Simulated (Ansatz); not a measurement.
# CH5SeSi: the cost of one run

All numbers below are computed with Ansatz 0.2.0 (RKS PBE0-D4/def2-SVPD).

1 further run of the same task is left out (it didn't finish).

## Step 1: The starting structure

Bond lengths: C1–Se2 1.978 Å, Se2–Si3 2.201 Å, C1–H4 1.085 Å, C1–H5 1.085 Å, C1–H6 1.088 Å, Si3–H7 1.464 Å, Si3–H8 1.464 Å. Angles: C1–Se2–Si3 100.5°, Se2–C1–H4 110.2°, Se2–C1–H5 110.3°, Se2–C1–H6 105.6°, H4–C1–H5 111.5°, H4–C1–H6 109.5°, H5–C1–H6 109.5°, Se2–Si3–H7 125.2°, Se2–Si3–H8 125.1°, H7–Si3–H8 109.7°.

Coordinates:

```xyz
8

C    -0.7767    1.1124   -0.5175
Se    0.3467    0.7801    1.0768
Si    0.9680   -1.2974    0.7023
H    -1.6280    0.4395   -0.5232
H    -0.1858    1.0136   -1.4221
H    -1.1251    2.1383   -0.4218
H     2.1432   -1.7007   -0.0713
H     0.2577   -2.4858    1.1768
```

## Step 2: End point A

The input, input.yaml:

```yaml
crystal:
  periodic: [false, false, false]
  atoms:
    - { symbol: C, position_ang: [-0.77673, 1.11245, -0.51752] }
    - { symbol: Se, position_ang: [0.3467, 0.78011, 1.07675] }
    - { symbol: Si, position_ang: [0.96801, -1.29742, 0.70226] }
    - { symbol: H, position_ang: [-1.62802, 0.43951, -0.52315] }
    - { symbol: H, position_ang: [-0.18577, 1.01361, -1.42207] }
    - { symbol: H, position_ang: [-1.1251, 2.13828, -0.42178] }
    - { symbol: H, position_ang: [2.14318, -1.70074, -0.07132] }
    - { symbol: H, position_ang: [0.25774, -2.48579, 1.17682] }
total_charge: 1
basis:
  gaussian: { orbitals: def2-SVPD }
hamiltonian:
  xc: pbe0
  dispersion: d4
relax:
  f_tol: 0.015
  max_steps: 40
```

Run with:

```
ansatz run input.yaml --threads 2 --pin off --max-ram 3072MiB --backend cpu --events-out ev --progress --plain --runs-dir out
```

Q: Estimate wall time and peak memory on 2 threads of Arm Neoverse V1, shared host.

About 90 s, with a peak of 0.3 GiB.
